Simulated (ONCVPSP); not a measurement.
# Ca: generating and testing an ONCV potential

Aim: build the potential from the settings below, then test how well it stands in for the atom: other configurations, scattering, ghost states and the plane-wave cutoff that it needs.

Method: ONCVPSP 4.0.1.1 (patched build), PBE, scalar-relativistic.

## (1) The atom and the settings

The settings as typed:

```
element                 : calcium (Ca, Z = 20)
type                    : optimised norm-conserving Vanderbilt (ONCV)
frozen core             : [Ne]
valence charge          : 10
reference configuration : 3s2 3p6 4s2
partial waves           : 3s+4s: rc 2.05 bohr, ncon 4, nbas 8, qcut 6.2 1/bohr, 2 projectors; 3p: rc 1.25 bohr, ncon 4, nbas 9, qcut 7.8 1/bohr, 2 projectors, debl 3.3 Ha; d scattering state at 0.07 Ha: rc 1.70 bohr, ncon 4, nbas 9, qcut 6.5 1/bohr, 3 projectors, debl 3 Ha; f scattering state at 0.36 Ha: rc 2.15 bohr, ncon 3, nbas 7, qcut 4.7 1/bohr, 3 projectors, debl 1.7 Ha
local potential         : polynomial inside 1.05 bohr (lpopt 5, dvloc0 0 Ha)
core correction         : Teter function, fcfact 1.75, rcfact 1.8
```

The nodes and maxima of the atom's own shells, from an earlier all-electron run, set the scale for the radii.

All-electron outer shells of the reference configuration (PBE, scalar-relativistic, ld1.x):

```json
{"shell": "3s", "level (eV)": "-47.09", "outermost node (bohr)": "0.45", "outermost maximum (bohr)": "0.99"}
{"shell": "3p", "level (eV)": "-28.01", "outermost node (bohr)": "0.42", "outermost maximum (bohr)": "1.04"}
{"shell": "4s", "level (eV)": "-3.77", "outermost node (bohr)": "1.43", "outermost maximum (bohr)": "3.42"}
{"shell": "3d", "level (eV)": "-1.95", "outermost node (bohr)": "–", "outermost maximum (bohr)": "1.27"}
{"shell": "4p", "level (eV)": "-1.40", "outermost node (bohr)": "1.63", "outermost maximum (bohr)": "4.39"}
```

## (2) Generation

Input file Ca.dat:

```
# ATOM AND REFERENCE CONFIGURATION
# atsym  z   nc   nv     iexc    psfile
  Ca 20.00    3    3        4      upf
#
#   n    l    f
    1    0    2.00
    2    0    2.00
    2    1    6.00
    3    0    2.00
    3    1    6.00
    4    0    2.00
#
# PSEUDOPOTENTIAL AND OPTIMIZATION
# lmax
    3
#
#   l,   rc,      ep,       ncon, nbas, qcut
    0    2.05    0.00    4    8    6.20
    1    1.25    0.00    4    9    7.80
    2    1.70    0.07    4    9    6.50
    3    2.15    0.36    3    7    4.70
#
# LOCAL POTENTIAL
# lloc, lpopt,  rc(5),   dvloc0
    4    5    1.05    0.00
#
# VANDERBILT-KLEINMAN-BYLANDER PROJECTORs
# l, nproj, debl
    0    2    1.00
    1    2    3.30
    2    3    3.00
    3    3    1.70
#
# MODEL CORE CHARGE
# icmod, fcfact, rcfact
    3    1.75    1.80
#
# LOG DERIVATIVE ANALYSIS
# epsh1, epsh2, depsh
   -3.00    5.00    0.02
#
# OUTPUT GRID
# rlmax, drl
    6.00    0.01
#
# TEST CONFIGURATIONS
# ncnf
    4
# nvcnf
#   n    l    f
    3
    3    0    2.00
    3    1    6.00
    4    0    1.00
#
    3
    3    0    2.00
    3    1    6.00
    4    0    0.00
#
    3
    3    0    2.00
    3    1    6.00
    4    0    1.50
#
    4
    3    0    2.00
    3    1    6.00
    4    0    0.00
    4    1    1.00
#
```

The run is started by

```console
$ oncvpsp.x < Ca.dat > Ca.out
```

Before running it: what results should come out? Wanted: cutoffs for 1 and 0.1 mHa per electron, occupied waves; bound ghosts; GHOST(+) flags; largest test error; largest phase difference near zero energy, channels read; rms error of d²Exc/dn², without and with the model core; projector energies reset by the program.

The runs gave:

```
                                                quantity                       value
  cutoffs for 1 and 0.1 mHa per electron, occupied waves             14 Ha and 29 Ha
                                            bound ghosts                  none found
                                          GHOST(+) flags          none at low energy
                            largest test error (AE − PS)   -2.9 meV, for 3s2 3p6 4s0
largest phase difference near zero energy, channels read                   0.001 rad
 rms error of d²Exc/dn², without and with the model core           2.17 and 1.95 mHa
                 projector energies reset by the program  d: -0.072, 2.928, 5.928 Ha
```

The worst unpolarised test, 3s2 3p6 4s0, is off by 2.9 meV on 18.1 eV; by total energies transferability rates as very good. The potential is soft on the atom: the looser tolerance needs 14 Ha. At the looser tolerance the 3p wave is the slowest; 3s needs 10 Ha. That counts occupied waves only; other projectors can need more. The program's ghost test flags no bound state. Near zero energy the phases of the channels with partial waves agree within 0.001 rad. These are tests on the free atom; a crystal test is still owed.
